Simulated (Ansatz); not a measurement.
# CH6BNSi, SMILES B[SiH]1CN1: a rigid scan of one bond length

Program: the Python package of Ansatz (0.2.0).

`ch6bnsi.xyz`
```text
10

B    -1.47270    0.93990   -0.67480
Si    0.28290    0.62850   -0.08090
C     0.46140   -0.83040    0.98020
N     0.75520   -1.13010   -0.39600
H    -1.78050    0.90430   -1.85360
H    -2.36220    1.27670    0.09390
H     1.45830    1.44320   -0.51920
H     1.47230   -0.85210    1.58130
H    -0.44190   -1.24890    1.43470
H     1.71010   -1.18230   -0.56260
```

The cells in order, each with its output:

```python
from dataclasses import dataclass

import ansatz as az
import numpy as np
```

```python
@dataclass(frozen=True)
class RunConfig:
    basis: str = 'cc-pVDZ'
    functional: str = 'r2scan0'
```

```python
cfg = RunConfig()
```

```python
molecule = az.Crystal.molecule_from_extxyz('ch6bnsi.xyz')
```

```python
symbols = [site.symbol for site in molecule.cartesian_sites]
start = np.array([site.position_ang for site in molecule.cartesian_sites])
axis = (start[7] - start[2]) / np.linalg.norm(start[7] - start[2])
moving = [7]
lengths, energies = [1.035, 1.082, 1.129, 1.176, 1.223, 1.27, 1.317, 1.388], []
for length in lengths:
    xyz = start.copy()
    xyz[moving] += (length - np.linalg.norm(start[7] - start[2])) * axis
    point = az.Crystal.molecule()
    for symbol, place in zip(symbols, xyz):
        point = point.atom(symbol, place.tolist())
    base = (
        point.calculation()
        .basis(gaussian=cfg.basis)
        .functional(cfg.functional)
    )
    r = base.run(threads=1, backend='cpu').report
    energies.append(r['free_energy_ev'])
    print(f'r = {length:6.3f} A  E = {energies[-1]:.5f} eV  <S^2> = {abs(r["mean_field"]["state"]["spin_squared"]):.3f}')

# quartic fit about the minimum
fit = np.polynomial.Polynomial.fit(lengths, np.array(energies) - min(energies), 4).convert()
roots = [r.real for r in fit.deriv().roots() if abs(r.imag) < 1e-9 and fit.deriv(2)(r.real) > 0]
r_e = min(roots, key=lambda r: abs(r - lengths[int(np.argmin(energies))]))
print(f'minimum of the fit at {r_e:.4f} A, force constant {fit.deriv(2)(r_e):.2f} eV/A^2')
```

    r =  1.035 A  E = -11172.46096 eV  <S^2> = 0.000
    r =  1.082 A  E = -11172.52629 eV  <S^2> = 0.000
    r =  1.129 A  E = -11172.51026 eV  <S^2> = 0.000
    r =  1.176 A  E = -11172.43277 eV  <S^2> = 0.000
    r =  1.223 A  E = -11172.30943 eV  <S^2> = 0.000
    r =  1.270 A  E = -11172.15246 eV  <S^2> = 0.000
    r =  1.317 A  E = -11171.97142 eV  <S^2> = 0.000
    r =  1.388 A  E = -11171.66837 eV  <S^2> = 0.000
    minimum of the fit at 1.0949 A, force constant 33.91 eV/A^2

What to keep in mind:
- These settings explore the input space; basis and method may be short of convergence.
- The rest of the molecule is held rigid at a force-field or estimated start geometry, and the basis set is modest; single-reference methods fail as a bond breaks.
- The orbitals are restricted, so S² is zero by construction.
- Timing: 41 s on 1 thread of Arm Neoverse V2, with other jobs on the host, peak memory 0.25 GiB.
